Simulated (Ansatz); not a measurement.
# Fe2O3 (Hematite): the cost of one run

Method: DFT PBE+U, scalar-relativistic, plane waves, PAW, in Ansatz 0.2.0.

1 further run of the same task is left out (set aside as unsound or not needed).

### Step 1. Starting point

The structure is trigonal, space group R-3c (No. 167). The conventional cell has a = 5.038 Å, b = 5.038 Å, c = 13.772 Å, α = 90.00°, β = 90.00°, γ = 120.00°. Around Fe (site symmetry 3) lie 6 O at 1.95 to 2.12 Å. O (site symmetry 2) is surrounded by 4 Fe at 1.95 to 2.12 Å.

As a file:

```
CELL_PARAMETERS angstrom
2.51900 1.45435 4.59067
-2.51900 1.45435 4.59067
0.00000 -2.90869 4.59067
ATOMIC_POSITIONS crystal
Fe 0.35530 0.35530 0.35530
Fe 0.14470 0.14470 0.14470
Fe 0.64470 0.64470 0.64470
Fe 0.85530 0.85530 0.85530
O 0.55590 0.94410 0.25000
O 0.25000 0.55590 0.94410
O 0.94410 0.25000 0.55590
O 0.44410 0.05590 0.75000
O 0.75000 0.44410 0.05590
O 0.05590 0.75000 0.44410
```

### Step 2. Relax at fixed volume

input.yaml reads:

```yaml
crystal:
  lattice:
    - [2.519, 1.4543453281, 4.5906666667]
    - [-2.519, 1.4543453281, 4.5906666667]
    - [0.0, -2.9086906562, 4.5906666667]
  atoms:
    - { symbol: Fe, position: [0.3553, 0.3553, 0.3553], spin: 5.0 }
    - { symbol: Fe, position: [0.1447, 0.1447, 0.1447], spin: 5.0 }
    - { symbol: Fe, position: [0.6447, 0.6447, 0.6447], spin: 5.0 }
    - { symbol: Fe, position: [0.8553, 0.8553, 0.8553], spin: 5.0 }
    - { symbol: O, position: [0.5559, 0.9441, 0.25] }
    - { symbol: O, position: [0.25, 0.5559, 0.9441] }
    - { symbol: O, position: [0.9441, 0.25, 0.5559] }
    - { symbol: O, position: [0.4441, 0.0559, 0.75] }
    - { symbol: O, position: [0.75, 0.4441, 0.0559] }
    - { symbol: O, position: [0.0559, 0.75, 0.4441] }
basis:
  ecutwfc: 420
  ecutrho_ratio: 4
kpoints:
  mp_grid: { grid: [6, 6, 6] }
hamiltonian:
  xc: pbe
  hubbard: { sites: [{ species: Fe, l: d, u_eff: 4.0 }] }
scf:
  occupations: { method: gaussian, width: 0.05 }
output:
  forces: true
  stress: true
  eigenvalues: true
  populations: true
magnetization:
  spin_polarized: true
relax:
  f_tol: 0.01
  max_steps: 40
  cell: { stress_tol: 0.1, fix: [volume] }
```

Run with:

```sh
ansatz run input.yaml --threads 4 --pin off --max-ram 10240MiB --backend cpu --events-out ev --progress --plain --runs-dir out
```

**Question.** How long does this run take on 4 threads of Arm Neoverse N1, shared host, and how much memory does it need?

About 2.7 min, with a peak of 0.82 GiB.
